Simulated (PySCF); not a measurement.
# C₃H₁₂N₂Si: magnetic properties

Aim: compute the magnetic properties of C₃H₁₂N₂Si (`CCCNN[SiH3]`).

Programs: PySCF 2.14.0, with routines of our own; each step states its level. All values are computed. Atoms count from 0.

## (1) The system as given

18 atoms, charge 0, multiplicity 1; geometry from: GFN2-xTB.

## (2) Magnetic properties: GIAO CAM-B3LYP/pcSseg-1

What the job is given:

```
{"job": {"kind": "mag", "xc": "CAM-B3LYP", "basis": "pcSseg-1", "isotopologues": 2}, "charge": 0, "multiplicity": 1}
C     -2.554701     0.506148     0.259142
C     -1.775487    -0.299820    -0.772238
C     -0.340778    -0.556489    -0.320688
N      0.371012     0.706277    -0.172772
N      1.711832     0.564502     0.257022
Si     2.963228    -0.230670    -0.625319
H     -3.554975     0.727944    -0.104792
H     -2.641343    -0.050633     1.189091
H     -2.036849     1.438584     0.463833
H     -1.758489     0.241492    -1.721371
H     -2.266547    -1.259909    -0.943788
H     -0.339477    -1.041692     0.660716
H      0.163225    -1.231303    -1.032583
H      0.395750     1.181234    -1.073109
H      1.731456     0.535089     1.267451
H      4.165771     0.123280     0.117962
H      2.868747    -1.694572    -0.755972
H      2.888868     0.346857    -1.969000
```

Method: GIAO CAM-B3LYP/pcSseg-1 magnetisability, rotational g tensor and spin-rotation constants, non-relativistic, gas phase.

Launch:

```console
> OMP_NUM_THREADS=1 python excited_run.py task.json out
```

One launch serves the whole session: the jobs run in the order shown.

What it wrote:

```text
coarse grid: 14448 points
cycle   1  E = -520.2765862861  dE =  5.057e-01  |g| = 3.782e-01  |ddm| = 3.577e+00
cycle   2  E = -520.2905136928  dE = -1.393e-02  |g| = 3.159e-01  |ddm| = 5.976e-01
cycle   3  E = -520.3116452734  dE = -2.113e-02  |g| = 5.869e-02  |ddm| = 2.819e-01
cycle   4  E = -520.3122794693  dE = -6.342e-04  |g| = 2.053e-02  |ddm| = 5.638e-02
cycle   5  E = -520.3123674744  dE = -8.801e-05  |g| = 5.796e-03  |ddm| = 2.098e-02
cycle   6  E = -520.3123755453  dE = -8.071e-06  |g| = 9.821e-04  |ddm| = 6.285e-03
final grid: 132000 points
cycle   7  E = -520.3541120880  dE = -2.638e-05  |g| = 4.673e-03  |ddm| = 1.398e-02
cycle   8  E = -520.3541125873  dE = -4.993e-07  |g| = 4.523e-03  |ddm| = 7.533e-03
cycle   9  E = -520.3541172713  dE = -4.684e-06  |g| = 3.442e-04  |ddm| = 3.647e-03
cycle  10  E = -520.3541172923  dE = -2.092e-08  |g| = 1.666e-04  |ddm| = 4.403e-04
cycle  11  E = -520.3541172984  dE = -6.191e-09  |g| = 3.346e-05  |ddm| = 1.685e-04
cycle  12  E = -520.3541172987  dE = -2.922e-10  |g| = 6.705e-06  |ddm| = 5.182e-05
converged SCF energy = -520.3541172987

Magnetisability tensor (1e-30 J/T^2)
    -1228.97       36.86       23.07
       36.86    -1178.42      -36.64
       23.07      -36.64    -1137.89
isotropic -1181.76   principal values   -1260.31  -1168.70  -1116.27
isotropic susceptibility -71.167 1e-6 cm^3/mol

Inertial axes            a          b          c
rot. const./GHz      8.9013     1.0917     1.0298
chi total           -74.355    -71.798    -67.349
chi diamagnetic    -256.840  -1244.162  -1312.487
chi paramagnetic    182.485   1172.364   1245.138
quadrupole/D A       -0.622     -2.980      3.602
g nuclear            0.7156     0.5948     0.5923
g electronic        -0.7631    -0.6013    -0.6024
g total             -0.0476    -0.0064    -0.0101

Spin-rotation constants (kHz, H = +C I.J)
atom  isotope        aa         bb         cc
  3    14N        0.564      0.091      0.059
  4    14N        0.409      0.074      0.058
  6     1H        0.027     -0.121     -0.095
  7     1H       -0.963     -0.124      0.017
  8     1H       -0.761     -0.012     -0.087
  9     1H       -0.961     -0.128      0.028
 10     1H       -0.745     -0.025     -0.088
 11     1H       -0.907     -0.127      0.039
 12     1H       -0.457      0.002     -0.111
 13     1H       -1.140     -0.133      0.036
 14     1H       -1.138     -0.062     -0.022
 15     1H       -0.076     -0.052     -0.085
 16     1H       -0.765      0.006     -0.045
 17     1H       -0.759     -0.097      0.039
  0    13C*       1.271      0.151      0.136
  1    13C*       1.370      0.173      0.161
  2    13C*       1.850      0.231      0.214
  5   29Si*      -4.749     -0.648     -0.592
* in the singly substituted isotopologue

Isotopologues: g along a, b, c
2H    at 6,7,8,9,10,11,    -0.0333    -0.0055    -0.0085
13C   at 0                 -0.0472    -0.0063    -0.0099
```

Wall time 40 s (1 thread of Arm Neoverse V1, shared host); peak memory 0.9 GiB.

In short:

```tsv
quantity	value
magnetisability	-1182·10⁻³⁰ J/T²
molar susceptibility	-71.2·10⁻⁶ cm³/mol
rotational g (a, b, c)	-0.0476, -0.0064, -0.0101
```

Orbitals, density, ELF and potential are computed afterwards from the orbital file.

Frontier orbitals at CAM-B3LYP/pcSseg-1, with the share of their density that lies nearest to each atom:

```tsv
orbital	energy (eV)	lies on
HOMO	-7.65	N3 39 %; N4 29 %
LUMO	1.61	H15, H16, H17 about 16 % each; Si5 14 %; H14 11 %
```

ELF in a plane through or near 6 of the atoms.

Ten even steps from ' ' (0.00) to '@' (1.00):
```
                                                        
                                                        
                                                        
                                                        
                  ::++==                                
      ::%%@@**    **%%%%    ==    ====..                
    ..%%@@@@@@..  **@@%%..==##::  ++**==::              
    --@@@@@@@@++::**--====####::  ==**++==----..        
    --@@@@@@@@--::%%++**++****..  ----::**%%%%==        
    ::%%@@@@%%----##%%++==##**--::****::##@@@@**        
      ::**##--####::++..::**..**##**@@++++%%%%==        
        ....::....::..  ==##::##**::++--..::--          
          ..==####==    @@@@##**++==%%++                
          ..==%%##--  ..@@@@##..==%%@@%%::              
            ::++++..    @@@@++  --%%@@@@--              
                        --++      ==**==                
                                                        
                                                        
                                                        
                                                        
```
The map spans 13.4 Å across and 8.6 Å up, centred on the molecule. Atoms in the plane (x, y in Å): C0 (2.6, 0.5), C1 (1.7, -0.7), C2 (0.3, -0.4), N4 (-1.6, 0.9), Si5 (-3.0, -0.1), H15 (-4.1, 0.8).

log10 of the density (e/Å³) in the same plane.

Ten even steps from '0' (-4.0) to '9' (1.3):
```
0000000000000000000000000000
0000000000000000000000000000
0000000001110000000000000000
0000111123332110112211000000
0001222234543322233332100000
0022444446765444445543210000
0123555557876654456654321000
0134677667887765567765431000
0134677667887776567876542000
0134667887777776677876542000
0123566996656787777766531000
0023456776556787897654431000
0012345665556777787643320000
0001345665446766677643110000
0001234554345554566542100000
0000122333223433444431000000
0000011221112222233210000000
0000000110000111111100000000
0000000000000000000000000000
0000000000000000000000000000
```
The map spans 13.4 Å across and 8.6 Å up, centred on the molecule. Atoms in the plane (x, y in Å): C0 (2.6, 0.5), C1 (1.7, -0.7), C2 (0.3, -0.4), N4 (-1.6, 0.9), Si5 (-3.0, -0.1), H15 (-4.1, 0.8).

On the surface of density 0.002 e/bohr³ the electrostatic potential runs, from the 1st to the 99th percentile, from -1.36 V near N3 to 1.33 V near H14.

## (3) Magnetic properties: GIAO B97-D/def2-SVP

Settings changed since step 2:

```diff
@@ -1,2 +1,2 @@
-{"job": {"kind": "mag", "xc": "CAM-B3LYP", "basis": "pcSseg-1", "isotopologues": 2}, "charge": 0, "multiplicity": 1}
+{"job": {"kind": "mag", "xc": "B97-D", "basis": "def2-SVP"}, "charge": 0, "multiplicity": 1}
 C     -2.554701     0.506148     0.259142
```

With the program's defaults for keys left out, this is: GIAO B97-D/def2-SVP magnetisability, rotational g tensor and spin-rotation constants, non-relativistic, gas phase.

What it wrote:

```text
coarse grid: 14448 points
cycle   1  E = -519.9230824069  dE =  2.416e-01  |g| = 5.369e-01  |ddm| = 4.103e+00
cycle   2  E = -519.8140795268  dE =  1.090e-01  |g| = 8.503e-01  |ddm| = 1.686e+00
cycle   3  E = -520.0000570517  dE = -1.860e-01  |g| = 1.167e-01  |ddm| = 1.153e+00
cycle   4  E = -520.0029585968  dE = -2.902e-03  |g| = 5.422e-02  |ddm| = 1.932e-01
cycle   5  E = -520.0036525165  dE = -6.939e-04  |g| = 7.597e-03  |ddm| = 6.073e-02
cycle   6  E = -520.0036646862  dE = -1.217e-05  |g| = 3.531e-03  |ddm| = 1.214e-02
cycle   7  E = -520.0036675101  dE = -2.824e-06  |g| = 7.669e-04  |ddm| = 3.997e-03
final grid: 132000 points
cycle   8  E = -520.0625161259  dE = -4.136e-05  |g| = 9.478e-03  |ddm| = 4.745e-02
cycle   9  E = -520.0624729744  dE =  4.315e-05  |g| = 1.620e-02  |ddm| = 2.987e-02
cycle  10  E = -520.0625376709  dE = -6.470e-05  |g| = 1.311e-03  |ddm| = 1.991e-02
cycle  11  E = -520.0625381056  dE = -4.346e-07  |g| = 3.323e-04  |ddm| = 1.735e-03
cycle  12  E = -520.0625381323  dE = -2.669e-08  |g| = 8.055e-05  |ddm| = 4.391e-04
cycle  13  E = -520.0625381337  dE = -1.370e-09  |g| = 3.652e-05  |ddm| = 1.218e-04
cycle  14  E = -520.0625381339  dE = -2.799e-10  |g| = 6.900e-06  |ddm| = 3.601e-05
converged SCF energy = -520.0625381339

Magnetisability tensor (1e-30 J/T^2)
    -1191.49       36.82       20.39
       36.82    -1156.83      -30.59
       20.39      -30.59    -1116.85
isotropic -1155.06   principal values   -1225.49  -1139.39  -1100.29
isotropic susceptibility -69.559 1e-6 cm^3/mol

Inertial axes            a          b          c
rot. const./GHz      8.9013     1.0917     1.0298
chi total           -72.081    -70.166    -66.430
chi diamagnetic    -254.967  -1243.149  -1311.064
chi paramagnetic    182.886   1172.983   1244.635
quadrupole/D A       -1.364     -2.260      3.624
g nuclear            0.7156     0.5948     0.5923
g electronic        -0.7648    -0.6016    -0.6022
g total             -0.0492    -0.0067    -0.0098

Spin-rotation constants (kHz, H = +C I.J)
atom  isotope        aa         bb         cc
  3    14N        0.543      0.087      0.056
  4    14N        0.393      0.071      0.057
  6     1H        0.051     -0.125     -0.097
  7     1H       -0.983     -0.126      0.020
  8     1H       -0.775     -0.011     -0.089
  9     1H       -0.970     -0.130      0.030
 10     1H       -0.746     -0.023     -0.090
 11     1H       -0.916     -0.128      0.042
 12     1H       -0.445      0.005     -0.112
 13     1H       -1.162     -0.134      0.038
 14     1H       -1.183     -0.062     -0.022
 15     1H       -0.066     -0.052     -0.086
 16     1H       -0.740      0.008     -0.042
 17     1H       -0.748     -0.098      0.039
  0    13C*       1.173      0.140      0.126
  1    13C*       1.274      0.159      0.150
  2    13C*       1.714      0.214      0.201
  5   29Si*      -4.106     -0.558     -0.507
* in the singly substituted isotopologue
```

Run time: 26 s. Hardware: 1 thread of Arm Neoverse V1, shared host; peak memory 0.57 GiB.

From this job:

```tsv
quantity	value
magnetisability	-1155·10⁻³⁰ J/T²
molar susceptibility	-69.6·10⁻⁶ cm³/mol
rotational g (a, b, c)	-0.0492, -0.0067, -0.0098
```

## (4) Magnetic properties: GIAO mPW1PW91/pcseg-1

Settings changed since step 3:

```diff
@@ -1,2 +1,2 @@
-{"job": {"kind": "mag", "xc": "B97-D", "basis": "def2-SVP"}, "charge": 0, "multiplicity": 1}
+{"job": {"kind": "mag", "xc": "mPW1PW91", "basis": "pcseg-1"}, "charge": 0, "multiplicity": 1}
 C     -2.554701     0.506148     0.259142
```

Method: GIAO mPW1PW91/pcseg-1 magnetisability, rotational g tensor and spin-rotation constants, non-relativistic, gas phase.

What it wrote:

```text
coarse grid: 14448 points
cycle   1  E = -520.3342267475  dE =  3.919e-01  |g| = 3.750e-01  |ddm| = 3.965e+00
cycle   2  E = -520.3299469117  dE =  4.280e-03  |g| = 4.054e-01  |ddm| = 8.214e-01
cycle   3  E = -520.3703781821  dE = -4.043e-02  |g| = 5.513e-02  |ddm| = 4.458e-01
cycle   4  E = -520.3709131345  dE = -5.350e-04  |g| = 2.521e-02  |ddm| = 7.046e-02
cycle   5  E = -520.3710547435  dE = -1.416e-04  |g| = 4.816e-03  |ddm| = 2.749e-02
cycle   6  E = -520.3710599776  dE = -5.234e-06  |g| = 1.020e-03  |ddm| = 5.621e-03
final grid: 132000 points
cycle   7  E = -520.4026252119  dE = -2.851e-05  |g| = 6.401e-03  |ddm| = 2.265e-02
cycle   8  E = -520.4026199189  dE =  5.293e-06  |g| = 7.963e-03  |ddm| = 1.404e-02
cycle   9  E = -520.4026356649  dE = -1.575e-05  |g| = 5.096e-04  |ddm| = 8.114e-03
cycle  10  E = -520.4026357198  dE = -5.492e-08  |g| = 1.898e-04  |ddm| = 7.013e-04
cycle  11  E = -520.4026357278  dE = -7.997e-09  |g| = 3.314e-05  |ddm| = 1.868e-04
cycle  12  E = -520.4026357281  dE = -2.542e-10  |g| = 1.318e-05  |ddm| = 5.455e-05
converged SCF energy = -520.4026357281

Magnetisability tensor (1e-30 J/T^2)
    -1230.07       38.88       21.65
       38.88    -1173.67      -34.03
       21.65      -34.03    -1139.72
isotropic -1181.15   principal values   -1260.26  -1164.59  -1118.61
isotropic susceptibility -71.131 1e-6 cm^3/mol

Inertial axes            a          b          c
rot. const./GHz      8.9013     1.0917     1.0298
chi total           -74.420    -71.510    -67.462
chi diamagnetic    -255.606  -1242.834  -1311.191
chi paramagnetic    181.186   1171.324   1243.729
quadrupole/D A       -0.534     -3.050      3.584
g nuclear            0.7156     0.5948     0.5923
g electronic        -0.7577    -0.6007    -0.6017
g total             -0.0421    -0.0059    -0.0094

Spin-rotation constants (kHz, H = +C I.J)
atom  isotope        aa         bb         cc
  3    14N        0.522      0.086      0.056
  4    14N        0.385      0.070      0.056
  6     1H        0.024     -0.122     -0.095
  7     1H       -0.971     -0.124      0.018
  8     1H       -0.769     -0.012     -0.087
  9     1H       -0.968     -0.129      0.028
 10     1H       -0.749     -0.025     -0.089
 11     1H       -0.917     -0.126      0.040
 12     1H       -0.465      0.003     -0.111
 13     1H       -1.161     -0.134      0.035
 14     1H       -1.139     -0.063     -0.022
 15     1H       -0.079     -0.052     -0.086
 16     1H       -0.768      0.006     -0.044
 17     1H       -0.767     -0.096      0.038
  0    13C*       1.130      0.135      0.121
  1    13C*       1.224      0.158      0.149
  2    13C*       1.694      0.214      0.202
  5   29Si*      -4.804     -0.647     -0.589
* in the singly substituted isotopologue
```

Run time: 18 s. Hardware: 1 thread of Arm Neoverse V1, shared host; peak memory 0.8 GiB.

Key values:

```tsv
quantity	value
magnetisability	-1181·10⁻³⁰ J/T²
molar susceptibility	-71.1·10⁻⁶ cm³/mol
rotational g (a, b, c)	-0.0421, -0.0059, -0.0094
```

## (5) Magnetic properties side by side

```tsv
level	ξ (10⁻³⁰ J/T²)	g(a)	g(b)	gap (eV)	functions	time
GIAO CAM-B3LYP/pcSseg-1	-1182	-0.0476	-0.0064	9.26	169	40 s
GIAO B97-D/def2-SVP	-1155	-0.0492	-0.0067	4.88	148	26 s
GIAO mPW1PW91/pcseg-1	-1181	-0.0421	-0.0059	6.83	148	18 s
```

## (6) Summary of results

| quantity | value |
| --- | --- |
| magnetisability (step 2, GIAO CAM-B3LYP/pcSseg-1) | -1182·10⁻³⁰ J/T² |
| molar susceptibility (step 2, GIAO CAM-B3LYP/pcSseg-1) | -71.2·10⁻⁶ cm³/mol |
| rotational g (a, b, c) (step 2, GIAO CAM-B3LYP/pcSseg-1) | -0.0476, -0.0064, -0.0101 |
| surface potential, 1st and 99th percentile | -1.36 V and 1.33 V |
| magnetisability over the levels | -1182 to -1155·10⁻³⁰ J/T² |

The magnetisability spreads by 2.3 % over 3 levels, from GIAO CAM-B3LYP/pcSseg-1 (40 s) to GIAO B97-D/def2-SVP (26 s); the runs took 18 s to 40 s. Vibrational averaging and real surroundings are missing from these values.
